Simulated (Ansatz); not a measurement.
# Mo: the cost of one run

Program: Ansatz 0.2.0. Level of theory: DFT r2SCAN, scalar-relativistic, plane waves, PAW. These are calculated values, not measurements.

## Step 1: The structure to begin with

The structure is hexagonal, space group P6/mmm (No. 191). Conventional cell: a = 2.736 Å, b = 2.736 Å, c = 2.555 Å, α = 90.00°, β = 90.00°, γ = 120.00°. Mo (site symmetry 6/mmm) is surrounded by 8 Mo at 2.56 to 2.74 Å.

Coordinates:

```
Mo
1.0
     2.73551    0.00000    0.00000
    -1.36776    2.36902    0.00000
     0.00000    0.00000    2.55518
Mo
1
Direct
  0.00000 0.00000 0.50000
```

It goes back to an entry of the Materials Project, which need not be the stable form.

No relaxation comes first: the listed cell is the starting point.

## Step 2: The reference cell

The reference gives a free energy of -4966.6694 eV, pressure 0.53 GPa, largest force 0.000 eV/Å and gap on the mesh none (metal). It was computed beforehand with the settings of the runs below.

## Step 3: Next: energy and stress against strain

The cell is strained by ε times the Voigt pattern (1, -1, 0, 0, 0, 0) (xx, yy, zz, yz, xz, xy; engineering shear), with fractional coordinates fixed (clamped ions). The stress on the pattern is the sum of the stress components weighted by it, tension positive.

## Step 4: At ε = -0.1000

File input.yaml:

```yaml
crystal:
  lattice:
    - [2.4619593575, 0.0, 0.0]
    - [-1.2309796787, 2.6059236459, 0.0]
    - [0.0, 0.0, 2.5551807]
  atoms:
    - { symbol: Mo, position: [0.0, 0.0, 0.5] }
basis:
  ecutwfc: 500
kpoints:
  mp_grid: { grid: [18, 18, 18] }
hamiltonian:
  xc: r2scan
scf:
  occupations: { method: gaussian, width: 0.15 }
output:
  forces: true
  stress: true
  eigenvalues: true
```

On the command line:

```console
$ ansatz run input.yaml --threads 1 --pin off --max-ram 2560MiB --backend cpu --events-out ev --progress --plain --runs-dir out
```

**Question.** How long does this run take on 1 thread of Intel Xeon at 2.50GHz (Skylake/Cascade Lake), shared host, and how much memory does it need?

About 37 s, with a peak of 0.53 GiB.
